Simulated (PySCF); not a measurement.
# Ag(2+): dipole response in aug-cc-pVTZ-PP with ECP28

Aim: the static polarisability and the C₆ coefficient of Ag(2+), method by method.

Program: PySCF 2.14.0. Level of theory: unrestricted determinants in a Gaussian basis, no spin-orbit coupling in the energies. These are calculated values, not measurements, unless marked.

## Step 1: Starting point

| Quantity | Value |
| --- | --- |
| Element | silver (Z = 47) |
| Basis | aug-cc-pVTZ-PP with ECP28MDF |
| Hamiltonian | scalar relativity through the core potential |
| State 1 | Ag(2+): [Kr] 4d9, 2D determinant |
| Methods | UHF, PBE, PBE0, PW91 |

Outer shells as boxes (Hund's rule):

Ag2+ [Kr] 4d9
```
[Kr] core
4d [↑↓][↑↓][↑↓][↑↓][↑ ]
```

The runs were made by one driver on top of PySCF. The scripts below sum up each run's settings (the driver also hands on starting orbitals that pick excited configurations, and frozen orbitals as a list rather than a count), and the logs come from the driver's own runs. The driver starts from symmetry-adapted Hartree-Fock orbitals, holds the occupation by maximum overlap and uses a logarithmic radial grid for functionals, so a plain start would take other cycles.

The integrals over 88 functions and the set-up took 0.77 s of CPU time.

## Step 2: Ag(2+)

UHF:

input.py

```python
from pyscf import gto, scf, dft, mp, cc
import basis_set_exchange as bse
txt = bse.get_basis("aug-cc-pVTZ-PP", elements=["Ag"], fmt="nwchem", header=False)
cut = txt.index("\nECP")
mol = gto.M(atom="Ag 0 0 0", charge=2, spin=1, symmetry="D2h",
            basis=gto.basis.parse(txt[:cut]),
            ecp={"Ag": gto.basis.parse_ecp(txt[cut:])})
mf = scf.UHF(mol)
mf.irrep_nelec = {'Ag': (3, 2), 'B1g': (1, 1), 'B2g': (1, 1), 'B3g': (1, 1), 'B1u': (1, 1), 'B2u': (1, 1), 'B3u': (1, 1)}
mf.kernel()
```

Log:

```text
damping factor = 0
level_shift factor = 0
DIIS = <class 'pyscf.scf.diis.CDIIS'>
diis_start_cycle = 1
diis_space = 10
diis_damp = 0
SCF conv_tol = 1e-09
SCF conv_tol_grad = None
number electrons alpha = 9  beta = 8
cycle= 1 E= -145.09850893965  delta_E= -0.00652  |g|= 0.0309  |ddm|= 0.0413
cycle= 2 E= -145.098732504982  delta_E= -0.000224  |g|= 0.00691  |ddm|= 0.0102
cycle= 3 E= -145.098756008033  delta_E= -2.35e-05  |g|= 0.00166  |ddm|= 0.0057
cycle= 4 E= -145.098759655779  delta_E= -3.65e-06  |g|= 0.000916  |ddm|= 0.00249
cycle= 5 E= -145.098761107048  delta_E= -1.45e-06  |g|= 0.000276  |ddm|= 0.00217
cycle= 6 E= -145.098761237802  delta_E= -1.31e-07  |g|= 6.51e-05  |ddm|= 0.000732
cycle= 7 E= -145.098761244585  delta_E= -6.78e-09  |g|= 1.27e-05  |ddm|= 0.000163
cycle= 8 E= -145.098761244878  delta_E= -2.93e-10  |g|= 2.7e-06  |ddm|= 3.24e-05
converged SCF energy = -145.098761244878  <S^2> = 0.75276664  2S+1 = 2.0027647
```

It used 13 s of CPU time after the integrals (shared host).

The occupied shells:

```csv
shell,electrons,mean orbital energy (eV),spread (eV),rms radius (bohr)
4s α,1,-142.38,0,0.981
4s β,1,-140.16,0,0.981
4p α,3,-100.17,1.845,1.07
4p β,3,-97.455,1.422,1.07
4d α,5,-36.633,2.185,1.42
4d β,4,-35.457,1.635,1.42
```

⟨S²⟩ = 0.753, ⟨L²⟩ = 6.03.

The driver then solved the coupled dipole response at imaginary frequencies: mean α = 5.422 bohr³ (xx, yy, zz: 5.289, 5.289, 5.688), C₆ = 27.58 au for a like pair.

Energies and moments cover only the electrons outside the core potential.

PBE:

input.py differs from the last one in:

```diff
@@ -7,3 +7,3 @@
             ecp={"Ag": gto.basis.parse_ecp(txt[cut:])})
-mf = scf.UHF(mol)
+mf = dft.UKS(mol, xc="PBE")
 mf.irrep_nelec = {'Ag': (3, 2), 'B1g': (1, 1), 'B2g': (1, 1), 'B3g': (1, 1), 'B1u': (1, 1), 'B2u': (1, 1), 'B3u': (1, 1)}
```

Log:

```text
damping factor = 0
level_shift factor = 0
DIIS = <class 'pyscf.scf.diis.CDIIS'>
diis_start_cycle = 1
diis_space = 10
diis_damp = 0
SCF conv_tol = 1e-09
SCF conv_tol_grad = None
number electrons alpha = 9  beta = 8
XC functionals = PBE
    J. P. Perdew, K. Burke, and M. Ernzerhof.,  Phys. Rev. Lett. 77, 3865 (1996)
    J. P. Perdew, K. Burke, and M. Ernzerhof.,  Phys. Rev. Lett. 78, 1396 (1997)
    J. P. Perdew, K. Burke, and M. Ernzerhof.,  Phys. Rev. Lett. 77, 3865 (1996)
    J. P. Perdew, K. Burke, and M. Ernzerhof.,  Phys. Rev. Lett. 78, 1396 (1997)
cycle= 1 E= -145.832346032926  delta_E= -0.00741  |g|= 0.0759  |ddm|= 0.162
cycle= 2 E= -145.832200327687  delta_E= 0.000146  |g|= 0.0853  |ddm|= 0.0732
cycle= 3 E= -145.833792977444  delta_E= -0.00159  |g|= 0.00327  |ddm|= 0.0383
cycle= 4 E= -145.833795085853  delta_E= -2.11e-06  |g|= 0.000397  |ddm|= 0.00204
cycle= 5 E= -145.833795130349  delta_E= -4.45e-08  |g|= 5.59e-05  |ddm|= 0.000272
cycle= 6 E= -145.833795131327  delta_E= -9.78e-10  |g|= 2.6e-06  |ddm|= 4.51e-05
converged SCF energy = -145.833795131327  <S^2> = 0.75098252  2S+1 = 2.0009823
```

CPU time 12 s on a shared host, the integrals not counted.

The driver then solved the coupled dipole response at imaginary frequencies: mean α = 6.239 bohr³ (xx, yy, zz: 6.102, 6.102, 6.512), C₆ = 32.42 au for a like pair.

PBE0:

input.py differs from the last one in:

```diff
@@ -7,3 +7,3 @@
             ecp={"Ag": gto.basis.parse_ecp(txt[cut:])})
-mf = dft.UKS(mol, xc="PBE")
+mf = dft.UKS(mol, xc="PBE0")
 mf.irrep_nelec = {'Ag': (3, 2), 'B1g': (1, 1), 'B2g': (1, 1), 'B3g': (1, 1), 'B1u': (1, 1), 'B2u': (1, 1), 'B3u': (1, 1)}
```

Log:

```text
damping factor = 0
level_shift factor = 0
DIIS = <class 'pyscf.scf.diis.CDIIS'>
diis_start_cycle = 1
diis_space = 10
diis_damp = 0
SCF conv_tol = 1e-09
SCF conv_tol_grad = None
number electrons alpha = 9  beta = 8
XC functionals = PBE0
    C. Adamo and V. Barone.,  J. Chem. Phys. 110, 6158 (1999)
    M. Ernzerhof and G. E. Scuseria.,  J. Chem. Phys. 110, 5029 (1999)
cycle= 1 E= -145.834710527434  delta_E= -0.00552  |g|= 0.0413  |ddm|= 0.0975
cycle= 2 E= -145.834851460747  delta_E= -0.000141  |g|= 0.033  |ddm|= 0.0322
cycle= 3 E= -145.835077761146  delta_E= -0.000226  |g|= 0.0028  |ddm|= 0.0165
cycle= 4 E= -145.835079774011  delta_E= -2.01e-06  |g|= 0.000328  |ddm|= 0.00173
cycle= 5 E= -145.835079922164  delta_E= -1.48e-07  |g|= 7.81e-05  |ddm|= 0.000747
cycle= 6 E= -145.835079932403  delta_E= -1.02e-08  |g|= 7.45e-06  |ddm|= 0.000249
cycle= 7 E= -145.835079932434  delta_E= -3.09e-11  |g|= 9.99e-07  |ddm|= 1.08e-05
converged SCF energy = -145.835079932434  <S^2> = 0.75122637  2S+1 = 2.001226
```

CPU time 21 s on a shared host, the integrals not counted.

The driver then solved the coupled dipole response at imaginary frequencies: mean α = 5.963 bohr³ (xx, yy, zz: 5.826, 5.826, 6.235), C₆ = 30.81 au for a like pair.

PW91:

input.py differs from the last one in:

```diff
@@ -7,3 +7,3 @@
             ecp={"Ag": gto.basis.parse_ecp(txt[cut:])})
-mf = dft.UKS(mol, xc="PBE0")
+mf = dft.UKS(mol, xc="PW91,PW91")
 mf.irrep_nelec = {'Ag': (3, 2), 'B1g': (1, 1), 'B2g': (1, 1), 'B3g': (1, 1), 'B1u': (1, 1), 'B2u': (1, 1), 'B3u': (1, 1)}
```

Log:

```text
damping factor = 0
level_shift factor = 0
DIIS = <class 'pyscf.scf.diis.CDIIS'>
diis_start_cycle = 1
diis_space = 10
diis_damp = 0
SCF conv_tol = 1e-09
SCF conv_tol_grad = None
number electrons alpha = 9  beta = 8
XC functionals = PW91,PW91
    J. P. Perdew. In P. Ziesche and H. Eschrig, editors, Proceedings of the 75. WE-Heraeus-Seminar and 21st Annual International Symposium on Electronic Structure of Solids, 11. Berlin, 1991. Akademie Verlag.
    J. P. Perdew, J. A. Chevary, S. H. Vosko, K. A. Jackson, M. R. Pederson, D. J. Singh, and C. Fiolhais.,  Phys. Rev. B 46, 6671 (1992)
    J. P. Perdew, J. A. Chevary, S. H. Vosko, K. A. Jackson, M. R. Pederson, D. J. Singh, and C. Fiolhais.,  Phys. Rev. B 48, 4978 (1993)
    J. P. Perdew. In P. Ziesche and H. Eschrig, editors, Proceedings of the 75. WE-Heraeus-Seminar and 21st Annual International Symposium on Electronic Structure of Solids, 11. Berlin, 1991. Akademie Verlag.
    J. P. Perdew, J. A. Chevary, S. H. Vosko, K. A. Jackson, M. R. Pederson, D. J. Singh, and C. Fiolhais.,  Phys. Rev. B 46, 6671 (1992)
    J. P. Perdew, J. A. Chevary, S. H. Vosko, K. A. Jackson, M. R. Pederson, D. J. Singh, and C. Fiolhais.,  Phys. Rev. B 48, 4978 (1993)
cycle= 1 E= -145.894701304814  delta_E= -0.00773  |g|= 0.0718  |ddm|= 0.169
cycle= 2 E= -145.894590262868  delta_E= 0.000111  |g|= 0.081  |ddm|= 0.0687
cycle= 3 E= -145.896028810874  delta_E= -0.00144  |g|= 0.0033  |ddm|= 0.036
cycle= 4 E= -145.896030983573  delta_E= -2.17e-06  |g|= 0.000413  |ddm|= 0.00209
cycle= 5 E= -145.896031031506  delta_E= -4.79e-08  |g|= 5.66e-05  |ddm|= 0.000266
cycle= 6 E= -145.896031032513  delta_E= -1.01e-09  |g|= 2.69e-06  |ddm|= 4.45e-05
cycle= 7 E= -145.896031032516  delta_E= -2.79e-12  |g|= 9e-08  |ddm|= 3.06e-06
converged SCF energy = -145.896031032516  <S^2> = 0.75095873  2S+1 = 2.0009585
```

CPU time 12 s on a shared host, the integrals not counted.

The driver then solved the coupled dipole response at imaginary frequencies: mean α = 6.231 bohr³ (xx, yy, zz: 6.094, 6.094, 6.505), C₆ = 32.37 au for a like pair.

Radial density 4πr²ρ of Ag(2+) at UHF, the electrons outside the core potential:

```
r (bohr)   density  spin density
  0.0180  1.31e-05         0.000
  0.0304  3.29e-05         0.000
  0.0511  7.89e-05         0.000
  0.0859  0.000337         0.000
   0.144   0.00367         0.000
   0.243    0.0586         0.004
   0.409      1.37         0.070
   0.687      13.7         0.566
    1.16      14.6         0.888
    1.94      2.74         0.233
    3.27     0.128         0.008
    5.50  0.000412         0.000
```

## Step 3: The response side by side

Ag(2+), in atomic units:

| method | mean α | C₆ (like pair) | S(−4) |
| --- | --- | --- | --- |
| UHF | 5.422 | 27.58 | 5.927 |
| PBE | 6.239 | 32.42 | 9.271 |
| PBE0 | 5.963 | 30.81 | 7.976 |
| PW91 | 6.231 | 32.37 | 9.260 |

α(iu) at PW91:

```
u (hartree)  α(iu) (bohr³)
          0          6.231
     0.0500          6.208
      0.100          6.141
      0.200          5.897
      0.300          5.560
      0.500          4.816
      0.750          3.991
       1.00          3.329
       1.50          2.380
       2.00          1.762
       3.00          1.055
       5.00         0.4829
```

## Step 4: Outcome

| quantity | value |
| --- | --- |
| α of Ag(2+) | 5.422 (UHF) to 6.239 (PBE) bohr³ |

**Reading.** A single London oscillator with the computed α and C₆ of Ag(2+) at UHF would have ω = 4 C₆ / (3 α²) = 1.25 hartree. All values hold for this basis alone; no basis-set limit was taken.
